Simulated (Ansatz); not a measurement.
# Ni3O4: the cost of one run

Program: Ansatz 0.2.0. Level of theory: DFT PBEsol, scalar-relativistic, plane waves, PAW. These are calculated values, not measurements.

### 1 The starting structure

The structure is orthorhombic, space group Cmmm (No. 65). Conventional cell: a = 5.848 Å, b = 7.848 Å, c = 2.847 Å, α = 90.00°, β = 90.00°, γ = 90.00°. Ni (site symmetry 2/m) is surrounded by 6 O at 1.97 to 2.04 Å. Around Ni (site symmetry mmm) lie 6 O at 1.86 to 1.89 Å. Around O (site symmetry 2mm) lie 4 Ni at 1.89 to 1.97 Å. O (site symmetry m2m) is surrounded by 5 Ni at 1.86 to 2.04 Å.

As a file:

```xyz
7
Lattice="2.9242 -3.9238 0.0000 2.9242 3.9238 0.0000 0.0000 0.0000 2.8473" Properties=species:S:1:pos:R:3 pbc="T T T"
Ni    1.4621   -1.9619    1.4236
Ni    1.4621    1.9619    1.4236
Ni    0.0000    0.0000    0.0000
O     4.6079    0.0000    1.4236
O     1.2405    0.0000    1.4236
O     2.9242    2.0626    0.0000
O     2.9242   -2.0626    0.0000
```

It goes back to an entry of the Materials Project, which need not be the stable form.

It is the result of an earlier relaxation at this level (volume 9.33 Å³/atom; gap on the mesh: none (metal)).

### 2 Volume × 0.97

File input.yaml:

```yaml
crystal:
  lattice:
    - [2.8946803496, -3.8841857679, 0.0]
    - [2.8946803496, 3.8841857679, 0.0]
    - [0.0, 0.0, 2.8185054142]
  atoms:
    - { symbol: Ni, position: [0.5, 0.0, 0.5] }
    - { symbol: Ni, position: [0.0, 0.5, 0.5] }
    - { symbol: Ni, position: [0.0, 0.0, 0.0] }
    - { symbol: O, position: [0.7878879513, 0.7878879513, 0.5] }
    - { symbol: O, position: [0.2121120487, 0.2121120487, 0.5] }
    - { symbol: O, position: [0.2371646964, 0.7628353036, 0.0] }
    - { symbol: O, position: [0.7628353036, 0.2371646964, 0.0] }
basis:
  ecutwfc: 420
kpoints:
  mp_grid: { grid: [8, 8, 12] }
hamiltonian:
  xc: pbesol
scf:
  occupations: { method: gaussian, width: 0.1 }
output:
  forces: true
  stress: true
  eigenvalues: true
relax:
  adjacent_minimum: "off"
  f_tol: 0.01
  max_steps: 30
  cell: { stress_tol: 0.1, fix: [volume] }
```

Run with:

```bash
$ ansatz run input.yaml --threads 2 --pin off --max-ram 5120MiB --backend cpu --events-out ev --progress --plain --runs-dir out
```

What time and memory should one allow on 2 threads of Oxide Virtual Turin-like (Zen 5), shared host?

About 43 s, with a peak of 0.64 GiB.
